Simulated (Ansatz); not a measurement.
Working through a comparison of functionals at one structure of Ge, space group Cmcm

With Ansatz 0.2.0, Python API.

Interactive session:
```pycon
>>> import ansatz as az
>>> lattice = az.Lattice.of(
...     (1.488053, -2.59469, 0.0),
...     (1.488053, 2.59469, 0.0),
...     (0.0, 0.0, 4.727596),
... )
>>> sites = [
...     ('Ge', (0.666553, 0.333447, 0.25)),
...     ('Ge', (0.333447, 0.666553, 0.75)),
... ]
>>> ge = az.Crystal(lattice=lattice)
>>> for symbol, position in sites:
...     ge = ge.atom(symbol, position)
...
>>> ge.resolved().sites[-1]
Site(symbol='Ge', position=(0.333447, 0.666553, 0.75), moment=None, axis=None, held=None, saved=None)
>>> setup = (
...     ge.calculation()
...     .scf(tolerance=1e-10)
...     .kpoints(length=26)
...     .occupations(az.OccupationsMethod.FERMI_DIRAC, width=50 * az.meV)
...     .pseudopotentials('paw')
... )
>>> rows = []
>>> for value in ['lda', 'blyp', 'pbesol']:
...     summary = setup.functional(value).run(threads=1, backend='cpu').report
...     rows.append((value, summary['free_energy_ev'] / len(summary['lattice']['sites']), summary['n_iterations'], summary['n_kpoints']))
...
DeckWarning: basis.ecutwfc = 420 eV, auto-derived from the records' recommended cutoffs: set by Ge (normal level)
>>> print('  functional   F/atom (eV)    iterations      k-points')
  functional   F/atom (eV)    iterations      k-points
>>> for row in rows:
...     print(f'{str(row[0]):>12s}  {row[1]:12.5f}  {row[2]:12d}  {row[3]:12d}')
...
         lda   -4215.39437             7            93
        blyp   -4304.58667             7            93
      pbesol   -4253.20941             7            93
```

Reading the output:
- BLYP can be off by several per cent in the lattices of metals, and by several GPa in the pressure at a fixed cell.
- The mesh is modest for a metal, so energies can be off by several to tens of meV an atom and pressures by half a GPa or more; differences at equal mesh fare better.
- Within a few hundredths of an angstrom the cell has the higher group P6_3/mmc; the lower one is a small distortion.
- This isn't the structure that Ge takes at ambient conditions.
- Warnings are shown shortened and without file and line.
- Total energies of different functionals can't be compared; pressures, moments and gaps at this one structure can.
- Run time: 6.6 s on 1 thread of Arm Neoverse V2, with other jobs on the host, peak memory 0.37 GiB.
